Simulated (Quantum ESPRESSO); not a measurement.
# GaB (P4/mmm) in Quantum ESPRESSO: further runs

One crystal, GaB, is run at these levels: PBEsol, PBE; tasks: phonons.

Program: Quantum ESPRESSO 7.5. These are calculated values, not measurements. Logs are shortened: lines on timing, memory, paths and dates and some standing lists are left out, and cuts for length are marked.

## Step 1: The crystal as given

Symmetry: P4/mmm, No. 123, tetragonal system. The conventional cell has a = 2.718 Å, b = 2.718 Å, c = 3.236 Å, α = 90.00°, β = 90.00°, γ = 90.00°. Ga (site symmetry 4/mmm) has 8 B at 2.51 Å and 4 Ga at 2.72 Å as nearest neighbours. Around B (site symmetry 4/mmm) lie 8 Ga at 2.51 Å and 4 B at 2.72 Å.

The cell was built by a generator and needn't be a form met in nature.

## Step 2: Phonons, PBEsol

Contents of pw.in:

```
&CONTROL
  calculation = 'scf'
  prefix = 'pwscf'
  outdir = './tmp'
  pseudo_dir = './pseudo'
  tprnfor = .true.
  tstress = .true.
  disk_io = 'low'
/
&SYSTEM
  ibrav = 0
  A = 2.71824
  nat = 2
  ntyp = 2
  ecutwfc = 80
  nbnd = 14
  occupations = 'smearing'
  smearing = 'mv'
  degauss = 0.01469973
/
&ELECTRONS
  conv_thr = 4d-10
  electron_maxstep = 120
  mixing_beta = 0.5
  diagonalization = 'cg'
/
ATOMIC_SPECIES
Ga    69.7230 Ga.upf
B     10.8100 B.upf
CELL_PARAMETERS alat
   1.0000000000    0.0000000000    0.0000000000
   0.0000000000    1.0000000000    0.0000000000
   0.0000000000    0.0000000000    1.1905534463
ATOMIC_POSITIONS alat
Ga     0.5000000000    0.5000000000    0.5952767232
B      0.0000000000    0.0000000000    0.0000000000
K_POINTS automatic
10 10 8 1 1 1
```

Contents of scf2.in:

```
&CONTROL
  calculation = 'scf'
  prefix = 'pwscf'
  outdir = './tmp'
  pseudo_dir = './pseudo'
  tprnfor = .true.
  tstress = .true.
  disk_io = 'low'
/
&SYSTEM
  ibrav = 0
  A = 2.71824
  nat = 2
  ntyp = 2
  ecutwfc = 80
  nbnd = 14
  occupations = 'smearing'
  smearing = 'mv'
  degauss = 0.01469973
/
&ELECTRONS
  conv_thr = 1d-13
  electron_maxstep = 120
  mixing_beta = 0.5
  diagonalization = 'cg'
  startingpot = 'file'
  startingwfc = 'file'
/
ATOMIC_SPECIES
Ga    69.7230 Ga.upf
B     10.8100 B.upf
CELL_PARAMETERS alat
   1.0000000000    0.0000000000    0.0000000000
   0.0000000000    1.0000000000    0.0000000000
   0.0000000000    0.0000000000    1.1905534463
ATOMIC_POSITIONS alat
Ga     0.5000000000    0.5000000000    0.5952767232
B      0.0000000000    0.0000000000    0.0000000000
K_POINTS automatic
10 10 8 1 1 1
```

Contents of ph.in:

```
phonons of GaB
&INPUTPH
  prefix = 'pwscf'
  outdir = './tmp'
  tr2_ph = 1d-16
  fildyn = 'dyn'
  niter_ph = 60
  alpha_mix(1) = 0.4
/
0.0000000000 0.0000000000 0.0000000000
```

Contents of dynmat.in:

```
&INPUT
  fildyn = 'dyn'
  asr = 'crystal'
  filout = 'dynmat.disp'
  fileig = 'dynmat.eig'
/
```

Contents of relax_v0.99.in:

```
&CONTROL
  calculation = 'relax'
  prefix = 'pwscf'
  outdir = './tmp'
  pseudo_dir = './pseudo'
  tprnfor = .true.
  tstress = .true.
  disk_io = 'low'
  nstep = 30
  forc_conv_thr = 0.0001
  etot_conv_thr = 1d-06
/
&SYSTEM
  ibrav = 0
  A = 2.70914883
  nat = 2
  ntyp = 2
  ecutwfc = 80
  nbnd = 14
  occupations = 'smearing'
  smearing = 'mv'
  degauss = 0.01469973
/
&ELECTRONS
  conv_thr = 1d-13
  electron_maxstep = 120
  mixing_beta = 0.5
  diagonalization = 'cg'
/
&IONS
  ion_dynamics = 'bfgs'
/
ATOMIC_SPECIES
Ga    69.7230 Ga.upf
B     10.8100 B.upf
CELL_PARAMETERS alat
   0.9999999994    0.0000000000    0.0000000000
   0.0000000000    0.9999999994    0.0000000000
   0.0000000000    0.0000000000    1.1905534456
ATOMIC_POSITIONS alat
Ga     0.4999999997    0.4999999997    0.5952767228
B      0.0000000000    0.0000000000    0.0000000000
K_POINTS automatic
10 10 8 1 1 1
```

Contents of ph_v0.99.in:

```
phonons at 0.99 of the volume
&INPUTPH
  prefix = 'pwscf'
  outdir = './tmp'
  tr2_ph = 1d-16
  fildyn = 'dyn_v0.99'
  niter_ph = 60
  alpha_mix(1) = 0.4
/
0.0000000000 0.0000000000 0.0000000000
```

Contents of relax_v1.01.in:

```
&CONTROL
  calculation = 'relax'
  prefix = 'pwscf'
  outdir = './tmp'
  pseudo_dir = './pseudo'
  tprnfor = .true.
  tstress = .true.
  disk_io = 'low'
  nstep = 30
  forc_conv_thr = 0.0001
  etot_conv_thr = 1d-06
/
&SYSTEM
  ibrav = 0
  A = 2.72727076
  nat = 2
  ntyp = 2
  ecutwfc = 80
  nbnd = 14
  occupations = 'smearing'
  smearing = 'mv'
  degauss = 0.01469973
/
&ELECTRONS
  conv_thr = 1d-13
  electron_maxstep = 120
  mixing_beta = 0.5
  diagonalization = 'cg'
/
&IONS
  ion_dynamics = 'bfgs'
/
ATOMIC_SPECIES
Ga    69.7230 Ga.upf
B     10.8100 B.upf
CELL_PARAMETERS alat
   1.0000000015    0.0000000000    0.0000000000
   0.0000000000    1.0000000015    0.0000000000
   0.0000000000    0.0000000000    1.1905534481
ATOMIC_POSITIONS alat
Ga     0.5000000007    0.5000000007    0.5952767240
B      0.0000000000    0.0000000000    0.0000000000
K_POINTS automatic
10 10 8 1 1 1
```

Contents of ph_v1.01.in:

```
phonons at 1.01 of the volume
&INPUTPH
  prefix = 'pwscf'
  outdir = './tmp'
  tr2_ph = 1d-16
  fildyn = 'dyn_v1.01'
  niter_ph = 60
  alpha_mix(1) = 0.4
/
0.0000000000 0.0000000000 0.0000000000
```

Potentials or basis: PseudoDojo 0.4.1 SR PBEsol standard.

Run with:

```
$ OMP_NUM_THREADS=1 pw.x -in pw.in > pw.out
$ OMP_NUM_THREADS=1 pw.x -in scf2.in > scf2.out
$ OMP_NUM_THREADS=1 ph.x -in ph.in > ph.out
$ OMP_NUM_THREADS=1 dynmat.x -in dynmat.in > dynmat.out
$ OMP_NUM_THREADS=1 pw.x -in relax_v0.99.in > relax_v0.99.out
$ OMP_NUM_THREADS=1 ph.x -in ph_v0.99.in > ph_v0.99.out
$ OMP_NUM_THREADS=1 pw.x -in relax_v1.01.in > relax_v1.01.out
$ OMP_NUM_THREADS=1 ph.x -in ph_v1.01.in > ph_v1.01.out
```

pw.out:

```text
This program is part of the open-source Quantum ESPRESSO suite
     for quantum simulation of materials; please cite
[... 9 lines left out ...]
     --------------------
     sticks:   dense  smooth     PW     G-vecs:    dense   smooth      PW
     Sum         673     673    197                15555    15555    2591

     Using Slab Decomposition

     bravais-lattice index     =            0
     lattice parameter (alat)  =       5.1367  a.u.
     unit-cell volume          =     161.3648 (a.u.)^3
     number of atoms/cell      =            2
     number of atomic types    =            2
     number of electrons       =        16.00
     number of Kohn-Sham states=           14
     kinetic-energy cutoff     =      80.0000  Ry
     charge density cutoff     =     320.0000  Ry
     scf convergence threshold =      4.0E-10
     mixing beta               =       0.5000
     number of iterations used =            8  plain     mixing
     Exchange-correlation= PBESOL
                           (   1   4  10   8   0   0   0)

     celldm(1)=   5.136729  celldm(2)=   0.000000  celldm(3)=   0.000000
     celldm(4)=   0.000000  celldm(5)=   0.000000  celldm(6)=   0.000000

     crystal axes: (cart. coord. in units of alat)
               a(1) = (   1.000000   0.000000   0.000000 )
               a(2) = (   0.000000   1.000000   0.000000 )
               a(3) = (   0.000000   0.000000   1.190553 )

     reciprocal axes: (cart. coord. in units 2 pi/alat)
               b(1) = (  1.000000  0.000000  0.000000 )
               b(2) = (  0.000000  1.000000  0.000000 )
               b(3) = (  0.000000  0.000000  0.839945 )

     PseudoPot. # 1 for Ga read from file:
     Ga.upf
     Pseudo is Norm-conserving + core correction, Zval = 13.0
     Generated using ONCVPSP code by D. R. Hamann
     Using radial grid of 1902 points,  6 beta functions with:
                l(1) =   0
                l(2) =   0
                l(3) =   1
                l(4) =   1
                l(5) =   2
                l(6) =   2

     PseudoPot. # 2 for B  read from file:
     B.upf
     Pseudo is Norm-conserving + core correction, Zval =  3.0
     Generated using ONCVPSP code by D. R. Hamann
     Using radial grid of 1534 points,  4 beta functions with:
                l(1) =   0
                l(2) =   0
                l(3) =   1
                l(4) =   1

     atomic species   valence    mass     pseudopotential
     Ga               13.00    69.72300     Ga( 1.00)
     B                 3.00    10.81000     B ( 1.00)

     16 Sym. Ops., with inversion, found

   Cartesian axes

     site n.     atom                  positions (alat units)
         1        Ga     tau(   1) = (   0.5000000   0.5000000   0.5952767  )
         2        B      tau(   2) = (   0.0000000   0.0000000   0.0000000  )

     number of k points=    60  Marzari-Vanderbilt smearing, width (Ry)=  0.0147
                       cart. coord. in units 2pi/alat
        k(    1) = (   0.0500000   0.0500000   0.0524966), wk =   0.0200000
        k(    2) = (   0.0500000   0.0500000   0.1574898), wk =   0.0200000
        k(    3) = (   0.0500000   0.0500000   0.2624830), wk =   0.0200000
        k(    4) = (   0.0500000   0.0500000   0.3674762), wk =   0.0200000
        k(    5) = (   0.0500000   0.1500000   0.0524966), wk =   0.0400000
        k(    6) = (   0.0500000   0.1500000   0.1574898), wk =   0.0400000
[... 52 lines left out ...]
        k(   59) = (   0.4500000   0.4500000   0.2624830), wk =   0.0200000
        k(   60) = (   0.4500000   0.4500000   0.3674762), wk =   0.0200000

     Dense  grid:    15555 G-vectors     FFT dimensions: (  30,  30,  36)

     Initial potential from superposition of free atoms

     starting charge      15.9973, renormalised to      16.0000
     Starting wfcs are   13 randomized atomic wfcs +    1 random wfcs

     Self-consistent Calculation

     iteration #  1     ecut=    80.00 Ry     beta= 0.50
     CG style diagonalization
     ethr =  1.00E-02,  avg # of iterations =  3.5

     Threshold (ethr) on eigenvalues was too large:
     Diagonalizing with lowered threshold

     CG style diagonalization
     ethr =  2.55E-04,  avg # of iterations =  2.9

     total energy              =    -158.39241509 Ry
     estimated scf accuracy    <       0.03748093 Ry

     iteration #  2     ecut=    80.00 Ry     beta= 0.50
     CG style diagonalization
     ethr =  2.34E-04,  avg # of iterations =  3.1

     total energy              =    -158.40039981 Ry
     estimated scf accuracy    <       0.00194696 Ry

     iteration #  3     ecut=    80.00 Ry     beta= 0.50
     CG style diagonalization
     c_bands:  1 eigenvalues not converged
     ethr =  1.22E-05,  avg # of iterations =  4.2

     total energy              =    -158.40070436 Ry
     estimated scf accuracy    <       0.00028869 Ry

     iteration #  4     ecut=    80.00 Ry     beta= 0.50
     CG style diagonalization
     ethr =  1.80E-06,  avg # of iterations =  3.7

     total energy              =    -158.40077038 Ry
     estimated scf accuracy    <       0.00002452 Ry

     iteration #  5     ecut=    80.00 Ry     beta= 0.50
     CG style diagonalization
     ethr =  1.53E-07,  avg # of iterations =  3.6

     total energy              =    -158.40077648 Ry
     estimated scf accuracy    <       0.00000297 Ry

     iteration #  6     ecut=    80.00 Ry     beta= 0.50
     CG style diagonalization
     ethr =  1.86E-08,  avg # of iterations =  3.4

     total energy              =    -158.40077710 Ry
     estimated scf accuracy    <       0.00000008 Ry

     iteration #  7     ecut=    80.00 Ry     beta= 0.50
     CG style diagonalization
     ethr =  5.24E-10,  avg # of iterations =  4.3

     total energy              =    -158.40077717 Ry
     estimated scf accuracy    <       0.00000022 Ry

     iteration #  8     ecut=    80.00 Ry     beta= 0.50
     CG style diagonalization
     ethr =  5.24E-10,  avg # of iterations =  3.4

     total energy              =    -158.40077720 Ry
     estimated scf accuracy    <          9.2E-09 Ry

     iteration #  9     ecut=    80.00 Ry     beta= 0.50
     CG style diagonalization
     ethr =  5.74E-11,  avg # of iterations =  3.8

     total energy              =    -158.40077720 Ry
     estimated scf accuracy    <          2.2E-09 Ry

     iteration # 10     ecut=    80.00 Ry     beta= 0.50
     CG style diagonalization
     ethr =  1.38E-11,  avg # of iterations =  3.1

     End of self-consistent calculation

          k = 0.0500 0.0500 0.0525 (  1965 PWs)   bands (ev):

    -3.3370  -3.1786  -2.8808  -2.8779  -2.8383  -1.2549   9.8361  14.1132
    14.2822  14.7554  21.4515  21.9169  24.6401  25.9532

          k = 0.0500 0.0500 0.1575 (  1978 PWs)   bands (ev):

    -3.3334  -3.1573  -2.8958  -2.8911  -2.8373  -0.8213   7.5002  14.6426
    14.6562  16.9666  22.0137  22.1562  23.5291  24.4741

          k = 0.0500 0.0500 0.2625 (  1951 PWs)   bands (ev):

    -3.3282  -3.1304  -2.9159  -2.9096  -2.8360   0.0466   5.1254  15.2737
    15.2918  18.7459  21.8479  22.2414  22.9314  23.6817

          k = 0.0500 0.0500 0.3675 (  1933 PWs)   bands (ev):

    -3.3245  -3.1130  -2.9296  -2.9227  -2.8352   1.3403   3.0495  15.8828
    15.9108  19.1024  20.8206  21.9838  22.5808  24.4561

          k = 0.0500 0.1500 0.0525 (  1960 PWs)   bands (ev):

    -3.2943  -3.1435  -2.9229  -2.8755  -2.8689  -0.8671  10.2362  12.0215
    14.4979  15.0456  21.8513  22.3884  23.6658  25.8112

          k = 0.0500 0.1500 0.1575 (  1960 PWs)   bands (ev):

    -3.2904  -3.1180  -2.9461  -2.8885  -2.8670  -0.4304   7.8937  12.4225
    14.9567  17.2253  20.9835  22.3444  23.5953  24.9271

          k = 0.0500 0.1500 0.2625 (  1957 PWs)   bands (ev):

    -3.2847  -3.0852  -2.9760  -2.9063  -2.8650   0.4401   5.5194  13.1539
    15.5470  17.8902  20.4787  22.6707  23.2187  25.0128

          k = 0.0500 0.1500 0.3675 (  1945 PWs)   bands (ev):

    -3.2807  -3.0639  -2.9957  -2.9188  -2.8637   1.7338   3.4451  13.9992
    16.1027  16.8021  20.4566  22.5151  23.1756  26.0703

          k = 0.0500 0.2500 0.0525 (  1956 PWs)   bands (ev):

    -3.2498  -3.0705  -2.9904  -2.9181  -2.8691  -0.0814   9.3881  11.0140
    15.0774  15.6093  20.5232  22.2240  22.6934  25.2341

          k = 0.0500 0.2500 0.1575 (  1952 PWs)   bands (ev):

    -3.2448  -3.0422  -3.0201  -2.9157  -2.8805   0.3563   8.6643   9.7992
    15.5231  17.0478  19.1435  22.7375  23.7101  24.9437

          k = 0.0500 0.2500 0.2625 (  1950 PWs)   bands (ev):

    -3.2378  -3.0689  -2.9943  -2.9124  -2.8964   1.2264   6.2947  10.5934
    15.5574  16.0439  20.4067  23.2901  23.4335  25.8031

          k = 0.0500 0.2500 0.3675 (  1947 PWs)   bands (ev):

    -3.2329  -3.0970  -2.9667  -2.9103  -2.9073   2.5178   4.2257  11.6259
    13.8995  16.4737  20.8723  23.0204  23.5805  27.6613

          k = 0.0500 0.3500 0.0525 (  1942 PWs)   bands (ev):

    -3.2216  -3.0565  -2.9880  -2.9659  -2.8631   1.1028   6.8713  12.0947
    15.8462  16.3262  18.5030  20.8233  22.8801  24.5914

          k = 0.0500 0.3500 0.1575 (  1941 PWs)   bands (ev):

    -3.2153  -3.0982  -2.9638  -2.9477  -2.8732   1.5384   7.2874   9.7876
    15.3440  16.2545  19.0947  22.4301  23.6332  25.0039
[... 183 lines left out ...]
    -3.1858  -3.1028  -3.0741  -2.8776  -2.8389   4.7342   9.6333   9.8485
    10.7021  14.5770  15.4738  16.6047  20.6892  27.2531

          k = 0.3500 0.3500 0.3675 (  1941 PWs)   bands (ev):

    -3.1766  -3.1350  -3.1008  -2.8393  -2.8370   6.0053   7.6741  11.0190
    11.5138  13.3814  13.5571  17.3171  19.3513  29.1739

          k = 0.3500 0.4500 0.0525 (  1952 PWs)   bands (ev):

    -3.2526  -3.0493  -3.0048  -2.9569  -2.7745   4.9391   6.7837  10.5310
    12.8763  14.5450  18.1737  19.1239  20.8800  25.1363

          k = 0.3500 0.4500 0.1575 (  1945 PWs)   bands (ev):

    -3.2445  -3.0841  -3.0344  -2.9184  -2.7703   5.3777   7.2275  10.8545
    12.9481  13.2422  15.8249  18.0473  20.9972  25.6329

          k = 0.3500 0.4500 0.2625 (  1943 PWs)   bands (ev):

    -3.2327  -3.1321  -3.0740  -2.8674  -2.7624   6.2352   8.0899  10.9115
    11.5873  13.0166  14.4471  16.4165  19.2453  27.5710

          k = 0.3500 0.4500 0.3675 (  1957 PWs)   bands (ev):

    -3.2234  -3.1660  -3.1012  -2.8354  -2.7533   7.4616   9.1348   9.2857
    11.2387  12.2951  14.7852  15.6626  17.3873  29.4705

          k = 0.4500 0.4500 0.0525 (  1944 PWs)   bands (ev):

    -3.3066  -3.0393  -3.0369  -2.9340  -2.7032   6.3675   7.6222   8.9913
    10.8570  14.9856  18.8160  19.2425  21.2175  24.7138

          k = 0.4500 0.4500 0.1575 (  1937 PWs)   bands (ev):

    -3.2975  -3.0726  -3.0695  -2.8939  -2.7025   6.8104   8.1119   9.2905
    11.2646  13.8207  16.6996  17.0341  19.6205  25.8845

          k = 0.4500 0.4500 0.2625 (  1948 PWs)   bands (ev):

    -3.2845  -3.1184  -3.1144  -2.8372  -2.7016   7.6601   9.0547   9.8802
    12.0505  12.2313  14.5820  14.6537  17.3150  28.0443

          k = 0.4500 0.4500 0.3675 (  1953 PWs)   bands (ev):

    -3.2752  -3.1501  -3.1453  -2.7970  -2.7010   8.8009  10.3127  10.4579
    10.8574  12.5987  12.6459  13.6671  15.2468  29.8460

     the Fermi energy is    12.0101 ev

!    total energy              =    -158.40077720 Ry
     estimated scf accuracy    <          3.1E-10 Ry
     smearing contrib. (-TS)   =      -0.00040454 Ry
     internal energy E=F+TS    =    -158.40037267 Ry

     The total energy is F=E-TS. E is the sum of the following terms:
     one-electron contribution =     -52.29688151 Ry
     hartree contribution      =      41.32080094 Ry
     xc contribution           =     -43.72585571 Ry
     ewald contribution        =    -103.69843639 Ry

     convergence has been achieved in  10 iterations

     Forces acting on atoms (cartesian axes, Ry/au):

     atom    1 type  1   force =     0.00000000    0.00000000    0.00000000
     atom    2 type  2   force =     0.00000000    0.00000000    0.00000000

     Total force =     0.000000     Total SCF correction =     0.000000

     Computing stress (Cartesian axis) and pressure

          total   stress  (Ry/bohr**3)                   (kbar)     P=      -36.34
  -0.00027668   0.00000000   0.00000000          -40.70        0.00        0.00
   0.00000000  -0.00027668   0.00000000            0.00      -40.70        0.00
   0.00000000   0.00000000  -0.00018771            0.00        0.00      -27.61

=------------------------------------------------------------------------------=
   JOB DONE.
=------------------------------------------------------------------------------=
```

Wall time 12 min (1 thread of Arm Neoverse V2, shared host); peak memory 0.06 GiB.

Results:

- Free energy: -2155.1524 eV
- Pressure after relaxing: -3.6 GPa
- Band gap on the k mesh: none (metal or under the smearing width)
- Highest phonon frequency at Γ: 255 cm⁻¹
- Most unstable mode: 137i cm⁻¹

Phonon frequencies in cm⁻¹ (negative: imaginary):
```tsv
q point	frequencies
(0.000, 0.000, 0.000)	-137 -137 -19 -19 -19 255
```

Mode Grüneisen parameters of phonons at Γ, in order of frequency: n/a, n/a, n/a, n/a, n/a, 3.08

Optical modes at Γ, degenerate ones joined:
```
cm⁻¹  components  symmetry  active in
140i           2        Eu         IR
 254           1       A2u         IR
```

Frequencies at 99 % and 101 % of the volume (pressures -2.6 and -4.6 GPa), ions relaxed:
```
mode  99 % (cm⁻¹)  101 % (cm⁻¹)  Grüneisen parameter
   6        263.1         247.3                 3.08
```

Caveat: the mesh is thin for the phonons of a metal; some modes are imaginary; the cell is more than 3 GPa from zero pressure, which shifts response properties.

(Continued in part 2 of 2.)
